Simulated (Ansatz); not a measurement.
Below is the output of a Python script on Ansatz 0.2.0 through its Python package that makes harmonic frequencies at the relaxed geometry of C2H4FNSi, SMILES N#C[SiH2]CF. Write a script that gives it. Use (for the species named): PBE0, cc-pVDZ basis, multiplicity 1.

```xyz
9

N    -2.2774   -1.2005    1.6240
C    -1.5960   -0.4681    1.0331
Si   -0.4153    0.6210    0.0775
C     1.0986   -0.3873   -0.5410
F     1.8979    0.3914   -1.2371
H    -1.0811    1.3067   -1.0441
H     0.1497    1.7080    0.9835
H     0.7269   -1.1626   -1.2309
H     1.5852   -0.8550    0.3180
```

`python c2h4fnsi.py` gives:
```text
pair        before    after (A)
N0-C1        1.1618   1.1627
C1-Si2       1.8691   1.8676
Si2-C3       1.9212   1.9005
Si2-H5       1.4736   1.4912
Si2-H6       1.5237   1.4912
C3-F4        1.3152   1.3899
C3-H7        1.1024   1.1030
C3-H8        1.0924   1.1030
frequencies (1/cm): 76 97 239 259 358 476 599 686 722 814 860 926 1072 1225 1300 1446 2251 2263 2336 3062 3126
imaginary modes: 0  zero-point energy: 1.4998 eV
T (K)   F_vib (eV)   S_vib (meV/K)   C_vib (meV/K)
 298.1      1.4135        0.6294          0.6669
 398.1      1.3395        0.8474          0.8425
 498.1      1.2444        1.0519          0.9826
```

The script that was run (others could print the same):

Script `c2h4fnsi.py`:
```python
import itertools

import ansatz as az
from ase.data import atomic_numbers, covalent_radii
import numpy as np

GEOMETRY = """
N    -2.27740   -1.20050    1.62400
C    -1.59600   -0.46810    1.03310
Si   -0.41530    0.62100    0.07750
C     1.09860   -0.38730   -0.54100
F     1.89790    0.39140   -1.23710
H    -1.08110    1.30670   -1.04410
H     0.14970    1.70800    0.98350
H     0.72690   -1.16260   -1.23090
H     1.58520   -0.85500    0.31800
"""

system = az.Crystal.molecule()
for line in GEOMETRY.strip().splitlines():
    symbol, *xyz = line.split()
    system = system.atom(symbol, [float(v) for v in xyz])

calc = system.calculation()
calc = calc.basis(gaussian="cc-pVDZ")
calc = calc.functional("pbe0")
symbols = [site.symbol for site in system.cartesian_sites]
start = np.array([site.position_ang for site in system.cartesian_sites], dtype=float)
data = calc.relax(force_tolerance=0.003).run(threads=1).report
end = np.array(data["positions_ang"])

radius = [covalent_radii[atomic_numbers[s]] for s in symbols]
span = lambda where, i, j: np.linalg.norm(where[i] - where[j])
bonded = [(i, j) for i, j in itertools.combinations(range(len(symbols)), 2) if min(span(start, i, j), span(end, i, j)) < 1.2 * (radius[i] + radius[j])]
print("pair        before    after (A)")
for i, j in bonded:
    print(f"{symbols[i]}{i}-{symbols[j]}{j}".ljust(10), f"{span(start, i, j):8.4f} {span(end, i, j):8.4f}")

minimum = az.Crystal.molecule()
for symbol, place in zip(symbols, end):
    minimum = minimum.atom(symbol, place.tolist())
vibrating = (
    minimum.calculation()
    .basis(gaussian="cc-pVDZ")
    .functional("pbe0")
    .phonons(temperatures=(298.15, 498.15, 100))
)
vib = vibrating.run(threads=1).report["vibrations"]
sums = vib["harmonic_sums"]
modes = [m["omega_inv_cm"] for m in sums["modes_at_gamma"] if m["rigid_motion"] == "no"]
print("frequencies (1/cm):", " ".join(f"{w:.0f}" for w in modes))
print("imaginary modes:", sum(w < 0 for w in modes), " zero-point energy:", round(sums["zero_point_energy_ev"], 4), "eV")
print("T (K)   F_vib (eV)   S_vib (meV/K)   C_vib (meV/K)")
for row in zip(sums["temperatures_k"], sums["vibrational_free_energy_ev"], vib["entropy_ev_per_k"], vib["heat_capacity_ev_per_k"]):
    print(f"{row[0]:6.1f} {row[1]:11.4f} {1000 * row[2]:13.4f} {1000 * row[3]:15.4f}")
```

The frequencies are harmonic and unscaled, in a modest basis. The result belongs to the one conformer reached from this start, and soft torsions count as harmonic oscillators. It ran for 3.2 min on 1 thread of Arm Neoverse V1 (shared host), peak memory 0.27 GiB.

(Lines on the test bed's own set-up are left out of the output.)
